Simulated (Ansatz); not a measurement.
**CH₅AlBF: one species, many methods**

The task here is to estimate one member of a computed series from the others.

Method: functionals in def2-TZVPP, the program's frozen cores in correlated methods; program: Ansatz 0.2.0, Gaussian basis.

Plan: LDA (SPW92), PBE-D4, revPBE-D4, BLYP-D4, r2SCAN-D4, B97M-V, PBE0-D4, B3LYP-D4, r2SCANh-D4, r2SCAN0-D4, HSE06-D4, BHLYP-D4, CAM-B3LYP-D4, LC-ωPBE, ωB97X-V, ωB97M-V, B2PLYP, PBE-QIDH; CCSD(T)/def2-SVP; CCSD(T)/def2-TZVPP; MP2/def2-QZVPP; extrapolation to the limit; RPA on PBE.

## Structure used throughout

The geometry comes from an earlier relaxation with PBE0-D4 in a triple-zeta def2 set; it is a stationary point, not always the lowest conformer.

SMILES `C[BH][AlH][F]`, 9 atoms, charge 0, spin multiplicity 1.

Atoms are counted from 1 here; the program's logs count them from 0.

Bond lengths: C1–B2 1.554 Å, C1–H5 1.107 Å, C1–H6 1.091 Å, C1–H7 1.093 Å, B2–Al3 2.132 Å, B2–H8 1.205 Å, Al3–F4 1.660 Å, Al3–H9 1.589 Å. Angles: B2–C1–H5 101.7°, B2–C1–H6 117.5°, B2–C1–H7 114.8°, H5–C1–H6 106.0°, H5–C1–H7 105.1°, H6–C1–H7 110.1°, C1–B2–Al3 125.9°, C1–B2–H8 116.0°, Al3–B2–H8 118.1°, B2–Al3–F4 117.7°, B2–Al3–H9 127.6°, F4–Al3–H9 114.7°.

The first run:

File in.yaml:

```yaml
crystal:
  periodic: [false, false, false]
  atoms:
    - {symbol: C, position_ang: [-0.577871, 1.037856, 0.822116]}
    - {symbol: B, position_ang: [0.405862, 0.459964, -0.233486]}
    - {symbol: Al, position_ang: [0.617410, -1.597670, -0.750000]}
    - {symbol: F, position_ang: [-0.439361, -2.224453, -1.866562]}
    - {symbol: H, position_ang: [-1.446860, 1.310671, 0.193282]}
    - {symbol: H, position_ang: [-0.958802, 0.355755, 1.583369]}
    - {symbol: H, position_ang: [-0.255481, 1.974221, 1.284753]}
    - {symbol: H, position_ang: [1.051449, 1.268502, -0.851095]}
    - {symbol: H, position_ang: [1.692154, -2.631147, -0.199576]}
basis:
  gaussian: {orbitals: def2-TZVPP}
hamiltonian: {xc: lda}
output: {orbitals: {seedname: orbitals}}
```

Started as:

```sh
$ ansatz run in.yaml --threads 2 --pin off --events-out ev --progress --plain --max-ram 4352MiB
```

Among the steps run: LDA; PBE-D4 (GGA); revPBE-D4 (GGA); BLYP-D4 (GGA); r2SCAN-D4 (meta-GGA); B97M-V (meta-GGA); PBE0-D4 (hybrid); B3LYP-D4 (hybrid); r2SCANh-D4 (hybrid); r2SCAN0-D4 (hybrid); HSE06-D4 (hybrid); BHLYP-D4 (hybrid); CAM-B3LYP-D4 (range-separated); LC-ωPBE (range-separated); ωB97X-V (range-separated); ωB97M-V (range-separated); B2PLYP (double hybrid); PBE-QIDH (double hybrid).

One of the session's tables, all rows but one given; the rest of the session is left out.

It belongs to the step «Orbital energies across the functionals». 

| functional | HOMO (eV) | LUMO (eV) | gap (eV) |
| --- | --- | --- | --- |
| LDA (SPW92) | -6.16 | -3.25 | 2.91 |
| PBE-D4 | ? | ? | ? |
| revPBE-D4 | -6.06 | -2.88 | 3.18 |
| BLYP-D4 | -6.01 | -2.81 | 3.20 |
| r2SCAN-D4 | -6.33 | -2.65 | 3.67 |
| B97M-V | -6.37 | -2.78 | 3.59 |
| PBE0-D4 | -7.29 | -2.01 | 5.27 |
| B3LYP-D4 | -7.12 | -2.20 | 4.92 |
| r2SCANh-D4 | -6.77 | -2.32 | 4.45 |
| r2SCAN0-D4 | -7.44 | -1.83 | 5.61 |
| HSE06-D4 | -6.89 | -2.40 | 4.49 |
| BHLYP-D4 | -8.43 | -0.96 | 7.47 |
| CAM-B3LYP-D4 | -8.65 | -0.88 | 7.77 |
| LC-ωPBE | -9.96 | 0.29 | 10.25 |
| ωB97X-V | -9.62 | 0.18 | 9.81 |
| ωB97M-V | -9.41 | -0.08 | 9.34 |

Estimate the missing values for PBE-D4.

As computed: HOMO (eV): -6.09; LUMO (eV): -2.99; gap (eV): 3.10. In the column «HOMO (eV)» it lies between LDA (SPW92) (-6.16) and revPBE-D4 (-6.06).
